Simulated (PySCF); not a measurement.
# [SmBr2]+: other functionals and bases at one geometry

The task here is to estimate one member of a computed series from the others.

Method: several levels, as the steps say, no spin–orbit coupling; program: PySCF 2.14.0.

1 further run of the same task is left out (for a known fault of the program).

## The starting structure

3 atoms, charge 1, spin multiplicity 1.

Bond lengths: Sm1–Br2 2.567 Å, Sm1–Br3 2.567 Å. Angles: Br2–Sm1–Br3 108.8°.

Coordinates:

```csv
atom,x (Å),y (Å),z (Å)
Sm1,0.0000,0.0000,-0.8166
Br2,2.0865,0.0000,0.6785
Br3,-2.0865,0.0000,0.6785
```

Formal oxidation states: Sm +3. Each metal's 5 4f electrons lie in its core potential, so multiplicities, spins and levels count the valence alone. An earlier session relaxed this geometry at PBE0, Sm lcecp-1-SVP with ECP51, Br def2-SVP (singlet, point group C2v).

At PBE0 on the finer grid: E = -5181.703075 Eh, HOMO -12.84 eV, LUMO -7.74 eV, Mulliken charge on Sm1 +1.28 e, largest force component 0.005 eV/Å. 

Levels to run: TPSS; B3LYP; PBE0, TZVP. Hardware: 2 threads of Arm Neoverse V2, shared host.

The first run:

Contents of run.py (the lines that set the calculation):

```python
mol = gto.M(atom='''
Sm     0.00000     0.00000    -0.81665
Br     2.08653     0.00000     0.67848
Br    -2.08653     0.00000     0.67848''',
    basis={'Sm': 'lcecp-1-SVP', 'Br': 'def2-SVP'},
    ecp={'Sm': 'lcecp-1-SVP'},
    charge=1, spin=0)
mf = dft.RKS(mol, xc='TPSS')
mf.grids.atom_grid = (75, 302)  # f atoms: unpruned, at least (60, 302)
mf = mf.density_fit()  # fitting sets: Sm AutoAux, Br def2-universal-JKFIT
mf.conv_tol = 1e-08; mf.max_cycle = 55
mf.kernel(dm0)  # dm0: the density of the relaxed state
```

Started as:

```bash
$ OMP_NUM_THREADS=2 python run.py
```

Among the steps run: TPSS; B3LYP; PBE0, TZVP.

One of the session's tables, all rows but one given; the rest of the session is left out.

```
              level  HOMO (eV)  gap (eV)  charge on Sm1 (e)  dipole (D)  largest force component (eV/Å)
PBE0 (relaxed here)     -12.84      5.11               1.28        7.61                            0.01
               TPSS     -11.76      3.51               1.25        7.33                            0.35
              B3LYP     -12.54      4.49               1.22        7.44                            0.34
         PBE0, TZVP          ?         ?                  ?           ?                               ?
```

**Question.** Estimate the row for PBE0, TZVP.

The run gave: HOMO (eV): -12.79; gap (eV): 5.15; charge on Sm1 (e): 1.54; dipole (D): 7.49; largest force component (eV/Å): 0.06. In the column «HOMO (eV)» it lies between PBE0 (relaxed here) (-12.84) and B3LYP (-12.54).

The dipole of a charged species depends on the origin, so these sizes hold for this origin alone.

In one basis the HOMO–LUMO gap runs from 3.51 eV (TPSS) to 5.11 eV (PBE0). The largest leftover force, 0.35 eV/Å with TPSS, stands at a geometry relaxed at another level. With 4f in the core, its levels are missing from HOMO and gap, and its count is fixed, so no charge can pass from the ligands into it. Total energies of different levels can't be compared.
